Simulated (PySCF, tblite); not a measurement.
# C₈H₁₆BFO₂: geometry, infrared bands, NMR shifts, spin-spin couplings and electronic excitations

Wanted: the infrared bands, NMR shifts, spin-spin couplings and electronic excitations of C₈H₁₆BFO₂ (`CCCCCB1OCC[C@H](F)O1`), by calculation.

Computed with tblite 0.8.0 and PySCF 2.14.0, with density-fitted response routines of our own, on a single molecule in the gas phase. Atoms count from 0, in the outputs and in this text.

### Step 1. The starting structure

28 atoms, charge 0, multiplicity 1; geometry from: force field or distance geometry start.

Bonds of the start (Å): C0–C1 1.51, C1–C2 1.53, C2–C3 1.52, C3–C4 1.53, C4–B5 1.59, B5–O6 1.35, O6–C7 1.42, C7–C8 1.52, C8–C9 1.53, C9–F10 1.38, C9–O11 1.38, O11–B5 1.38, C0–H12 1.09, C0–H13 1.09, C0–H14 1.10, C1–H15 1.08, C1–H16 1.10, C2–H17 1.10, C2–H18 1.09, C3–H19 1.08, C3–H20 1.10, C4–H21 1.09, C4–H22 1.09, C7–H23 1.10, C7–H24 1.10, C8–H25 1.09, C8–H26 1.09, C9–H27 1.10.

### Step 2. Optimising the geometry with GFN2-xTB

Job settings and geometry (Å):

```
{"job": {"kind": "relax", "xc": "GFN2-xTB", "basis": "xTB"}, "charge": 0, "multiplicity": 1}
C     -3.797000     0.847900     0.608700
C     -3.067500    -0.377300     0.099100
C     -1.773200    -0.012100    -0.630900
C     -1.037800    -1.225900    -1.167300
C      0.318600    -0.850600    -1.758400
B      1.337400    -0.293400    -0.678200
O      1.641700    -1.047600     0.395000
C      2.539900    -0.584500     1.396000
C      3.552300     0.397700     0.819600
C      2.771500     1.470300     0.051700
F      2.039200     2.212100     0.957900
O      1.913700     0.942100    -0.885000
H     -3.178200     1.432300     1.288000
H     -4.089500     1.487200    -0.226400
H     -4.707900     0.573400     1.153000
H     -3.717100    -0.953300    -0.542600
H     -2.809300    -1.020000     0.959400
H     -2.030400     0.644000    -1.471100
H     -1.124600     0.550500     0.043200
H     -1.644300    -1.732300    -1.906500
H     -0.872200    -1.928800    -0.335800
H      0.746000    -1.731100    -2.240100
H      0.168500    -0.100300    -2.537100
H      3.030200    -1.475000     1.807000
H      1.951900    -0.100900     2.188800
H      4.117600     0.861300     1.622000
H      4.218000    -0.098900     0.120100
H      3.440000     2.195000    -0.447000
```

Launch:

```sh
$ OMP_NUM_THREADS=2 python probes_run.py task.json out
```

One launch serves the whole session: the jobs run in the order shown.

**Question.** This job is followed by: GFN2-xTB harmonic vibrations, gas phase; PBE0-D3(BJ)/def2-SVP geometry optimisation, gas phase; GIAO PBE0/pcSseg-1 NMR shielding, non-relativistic, gas phase; B3LYP/pcJ-1 indirect spin-spin coupling, non-relativistic, gas phase; TDDFT CAM-B3LYP/def2-SVPD, vertical, gas phase, core orbitals frozen in the response; GIAO wB97X-D/pcSseg-1 NMR shielding, non-relativistic, gas phase. What will the session give for the following? strongest single infrared mode (GFN2-xTB); zero-point energy (GFN2-xTB); point group; rotational constants (main isotopes); ¹³C shifts against TMS (PBE0/pcSseg-1); ¹H shifts against TMS (PBE0/pcSseg-1, means over atoms taken as alike); ¹¹B shifts against BF3·OEt2 (PBE0/pcSseg-1); ¹⁷O shifts against H2O (PBE0/pcSseg-1); ¹⁹F shifts against CFCl3 (PBE0/pcSseg-1); potential on the surface of density 0.002 e/bohr³, 1st and 99th percentile; largest coupling of the table (B3LYP/pcJ-1); lowest singlet (CAM-B3LYP/def2-SVPD); brightest single state of those computed; lowest triplet; range of the shift of O6.

The runs gave:

| quantity | value |
| --- | --- |
| strongest single infrared mode (GFN2-xTB) | 1143 cm⁻¹, 242 km/mol |
| zero-point energy (GFN2-xTB) | 148.9 kcal/mol |
| point group | C1 |
| rotational constants (main isotopes) | 1.62, 0.41, 0.39 GHz |
| ¹³C shifts against TMS (PBE0/pcSseg-1) | 102.7, 57.2, 37.3, 33.7, 27.2, 26.6, 17.1, 16.8 ppm |
| ¹H shifts against TMS (PBE0/pcSseg-1, means over atoms taken as alike) | 5.69, 4.33, 3.88, 1.72, 1.65, 1.40, 1.14, 1.14, 1.13, 1.08, 0.96, 0.91, 0.80, 0.75 ppm |
| ¹¹B shifts against BF3·OEt2 (PBE0/pcSseg-1) | 30.4 ppm |
| ¹⁷O shifts against H2O (PBE0/pcSseg-1) | 172.5, 124.5 ppm |
| ¹⁹F shifts against CFCl3 (PBE0/pcSseg-1) | -133.7 ppm |
| potential on the surface of density 0.002 e/bohr³, 1st and 99th percentile | -1.12 V and 1.07 V |
| largest coupling of the table (B3LYP/pcJ-1) | ¹J(C,F) C9–F10, -270.6 Hz |
| lowest singlet (CAM-B3LYP/def2-SVPD) | 8.17 eV (152 nm), f = 0.005 |
| brightest single state of those computed | state 8, 8.86 eV, f = 0.057 |
| lowest triplet | 7.72 eV |
| range of the shift of O6 | 115.0 to 124.5 ppm |

The optimisation took 54 steps and gained 0.029 eV; among the close pairs (by a distance rule), C1–H15 changed most, from 1.080 to 1.093 Å (GFN2-xTB). No mode is imaginary among the 78: a minimum at this level. The strongest single mode, at 1143 cm⁻¹, is spread over many atoms; the largest shares are those of B5, O11. GFN2-xTB is a fitted tight-binding method: band positions and strengths are rough. Its intensities can rank the bands wrongly. The start of the PBE0/def2-SVP relaxation was shaken at random by about 0.01 Å, so part of the energy gained, and of the first lengths quoted, undoes that. The most deshielded hydrogen is H27 (hydrogen on an sp3 CH bonded to F and O), at 5.69 ppm: its carbon carries F and O, an electronegative neighbour. At PBE0/pcSseg-1: The widest tensor belongs to O11: span 286 ppm, with a paramagnetic part of -234 ppm. Of the pairs tabulated at B3LYP/pcJ-1, C9–F10 couples most strongly (-270.6 Hz; Fermi contact -290.6 Hz). Couplings across rotatable bonds belong to this one conformer; where others are populated, the observed values are averages. The lowest singlet, at 8.17 eV, is HOMO−1→LUMO 0.66, HOMO→LUMO 0.13 and is weak; of the 10 states computed, the strongest absorption comes from state 8 at 8.86 eV (the last state computed absorbs too, and its partners may lie past the list). The lowest triplet lies 0.45 eV below the lowest singlet (triplets in Tamm-Dancoff, singlets in full TDDFT). Across the 2 runs the shift of O6 moves most, between 115.0 (wB97X-D/pcSseg-1) and 124.5 ppm (PBE0/pcSseg-1). These values are for one conformer; the search (at its own cheap level) found 2 more, at 0.69, 2.17 kcal/mol, and measured spectra average over such forms.
